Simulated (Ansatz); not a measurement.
# AlHBr₂: small, medium and large basis sets

One table from this session's results is given with a row withheld; the runs are named, their logs left out.

Program: Ansatz 0.2.0, Gaussian basis. Level of theory: one geometry, several basis sets. These are calculated values, not measurements.

Levels to be run: PBE0-D4/def2-SVP; ωB97M-V/def2-SVP; PBE0-D4/def2-QZVPP; ωB97M-V/def2-QZVPP; the functionals' def2-TZVPP values are taken from earlier runs.

**The relaxed structure**

The geometry comes from an earlier relaxation with PBE0-D4 in a triple-zeta def2 set; it is a stationary point.

SMILES `[Br][AlH][Br]`, 4 atoms, charge 0, spin multiplicity 1.

Atoms are counted from 1 here; the program's logs count them from 0.

Bond lengths: Br1–Al2 2.241 Å, Al2–Br3 2.241 Å, Al2–H4 1.565 Å. Angles: Br1–Al2–Br3 118.4°, Br1–Al2–H4 120.8°, Br3–Al2–H4 120.8°.

Geometry (Å):

```xyz
4

Br   -2.0306    0.1142   -0.6694
Al    0.1086    0.1407   -0.0015
Br    1.0554   -1.7930    0.6211
H     0.9222    1.4778    0.0295
```

The first run:

in.yaml

```yaml
crystal:
  periodic: [false, false, false]
  atoms:
    - {symbol: Br, position_ang: [-2.030640, 0.114174, -0.669428]}
    - {symbol: Al, position_ang: [0.108595, 0.140700, -0.001479]}
    - {symbol: Br, position_ang: [1.055386, -1.792968, 0.621067]}
    - {symbol: H, position_ang: [0.922159, 1.477796, 0.029540]}
basis:
  gaussian: {orbitals: def2-SVP}
hamiltonian: {xc: pbe0, dispersion: d4}
output: {orbitals: {seedname: orbitals}}
```

Among the steps run: PBE0-D4 in def2-SVP; ωB97M-V in def2-SVP; PBE0-D4 in def2-QZVPP; ωB97M-V in def2-QZVPP.

One of the session's tables, all rows but one given; the rest of the session is left out.

It belongs to the step «Density functionals: the series». 

```
functional       basis  HOMO (eV)  LUMO (eV)
   PBE0-D4    def2-SVP      -8.57      -1.61
   PBE0-D4  def2-TZVPP      -8.66      -1.65
   PBE0-D4  def2-QZVPP          ?          ?
   ωB97M-V    def2-SVP     -10.72       0.13
   ωB97M-V  def2-TZVPP     -10.85       0.02
   ωB97M-V  def2-QZVPP     -10.86      -0.06
```

Estimate the missing values for PBE0-D4, def2-QZVPP.

The run gave: HOMO (eV): -8.67; LUMO (eV): -1.67. In the column «HOMO (eV)» it lies between ωB97M-V, def2-SVP (-10.72) and PBE0-D4, def2-TZVPP (-8.66).
